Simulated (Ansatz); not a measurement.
Crystal: MoI.

```xyz
2
Lattice="0.0000 3.1789 3.1789 3.1789 0.0000 3.1789 3.1789 3.1789 0.0000" Properties=species:S:1:pos:R:3 pbc="T T T"
Mo    0.0000    0.0000    0.0000
I     4.7683    4.7683    4.7683
```

The cell was built by a generator and needn't be a form met in nature.

Base run:

```yaml
Program: Ansatz 0.2.0
Functional: revPBE
Potentials_or_basis: Ansatz PAW
Cutoff: 420 eV
Density_cutoff: 1680 eV
k_mesh: 7 × 7 × 7
Occupations: fermi-dirac, width 0.05 eV
Spin: no spin polarisation
```

Its results: band gap on the k mesh none (metal or under the smearing width); pressure -6.2 GPa.

After a change of settings the same cell gave: band gap on the k mesh none (metal or under the smearing width); pressure -5.8 GPa. Which change was it?
A. functional from revPBE to LDA
B. functional from revPBE to PBE
C. functional from revPBE to r2SCAN; cutoff from 420 eV to 500 eV; density cutoff from 1680 eV to 2000 eV
D. functional from revPBE to RPBE

D.

Caveats: the potentials were made for another functional, which shifts forces and pressure; an odd number of electrons without spin polarisation forces a metal; a magnetic or distorted state may lie lower; the PAW data sets come from PBE, with cores solved anew for the run's functional, which leaves a small shift of forces and pressure.

Not every run made on this cell is shown here.
